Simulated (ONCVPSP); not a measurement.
# An ONCV potential for Ir, from input to tests

Task: generate the file, and judge it by its errors in other configurations, its logarithmic derivatives, its ghosts and its cutoff.

Program: ONCVPSP 4.0.1.1 (patched build). Reference atom: PBE, scalar-relativistic, spherical and spin-unpolarised. All values are calculated.

## (1) Starting point

The settings as typed:

| Quantity | Value |
| --- | --- |
| element | iridium (Ir, Z = 77) |
| type | optimised norm-conserving Vanderbilt (ONCV) |
| frozen core | [Kr] 4d10 4f14 |
| valence charge | 17 |
| reference configuration | 5s2 5p6 5d7 6s2 |
| partial waves | 5s+6s: rc 1.70 bohr, ncon 4, nbas 9, qcut 6.1 1/bohr, 2 projectors; 5p: rc 1.55 bohr, ncon 3, nbas 6, qcut 9.2 1/bohr, 3 projectors, debl 3.1 Ha; 5d: rc 1.55 bohr, ncon 4, nbas 8, qcut 12.1 1/bohr, local |
| local potential | the d channel |
| core correction | not asked for |

## (2) The generation run

File Ir.dat:

```
# ATOM AND REFERENCE CONFIGURATION
# atsym  z   nc   nv     iexc    psfile
  Ir 77.00   10    4        4      upf
#
#   n    l    f
    1    0    2.00
    2    0    2.00
    2    1    6.00
    3    0    2.00
    3    1    6.00
    3    2   10.00
    4    0    2.00
    4    1    6.00
    4    2   10.00
    4    3   14.00
    5    0    2.00
    5    1    6.00
    5    2    7.00
    6    0    2.00
#
# PSEUDOPOTENTIAL AND OPTIMIZATION
# lmax
    2
#
#   l,   rc,      ep,       ncon, nbas, qcut
    0    1.70    0.00    4    9    6.10
    1    1.55    0.00    3    6    9.20
    2    1.55    0.00    4    8   12.10
#
# LOCAL POTENTIAL
# lloc, lpopt,  rc(5),   dvloc0
    2    5    1.55    0.00
#
# VANDERBILT-KLEINMAN-BYLANDER PROJECTORs
# l, nproj, debl
    0    2    3.30
    1    3    3.10
    2    0    0.70
#
# MODEL CORE CHARGE
# icmod, fcfact, rcfact
    0    0.00    0.00
#
# LOG DERIVATIVE ANALYSIS
# epsh1, epsh2, depsh
   -5.00    5.00    0.04
#
# OUTPUT GRID
# rlmax, drl
    6.00    0.01
#
# TEST CONFIGURATIONS
# ncnf
    4
# nvcnf
#   n    l    f
    4
    5    0    2.00
    5    1    6.00
    5    2    7.00
    6    0    1.00
#
    4
    5    0    2.00
    5    1    6.00
    5    2    7.00
    6    0    0.00
#
    4
    5    0    2.00
    5    1    6.00
    5    2    6.00
    6    0    0.00
#
    4
    5    0    1.00
    5    1    6.00
    5    2    7.00
    6    0    2.00
#
```

Started as:

```
$ oncvpsp.x < Ir.dat > Ir.out
```

**Question.** What will these runs give? Wanted: cutoffs for 1 and 0.1 mHa per electron, occupied waves; bound ghosts; GHOST(+) flags; largest test error; largest phase difference near zero energy, channels read.

**Answer**, as computed:

| quantity | value |
| --- | --- |
| cutoffs for 1 and 0.1 mHa per electron, occupied waves | 28 Ha and 37 Ha |
| bound ghosts | s at -42.19 eV |
| GHOST(+) flags | none at low energy |
| largest test error (AE − PS) | -596 meV, for 5s1 5p6 5d7 6s2 |
| largest phase difference near zero energy, channels read | 0.024 rad |

**Reading.** A bound ghost (s) makes it unfit for use: electrons can fall into a state that the atom doesn't have. The worst unpolarised test, 5s1 5p6 5d7 6s2, is off by 596 meV on 104.8 eV; by total energies transferability rates as poor. That test lies far up in energy; among those under 40 eV, nearer to bonding, the largest error is 18 meV. The potential is of middling hardness: the looser tolerance needs 28 Ha. At the looser tolerance the 5p wave is the slowest; 5d needs 18 Ha. Near zero energy the phases of the channels with partial waves agree within 0.024 rad. The pseudo curves have a pole with no partner nearby in the atom's: s at -1.52 Ha. Note that the frozen 4f shell (-62 eV) lies higher than the valence 5s shell (-98 eV). All of this concerns the isolated atom, not yet a solid.
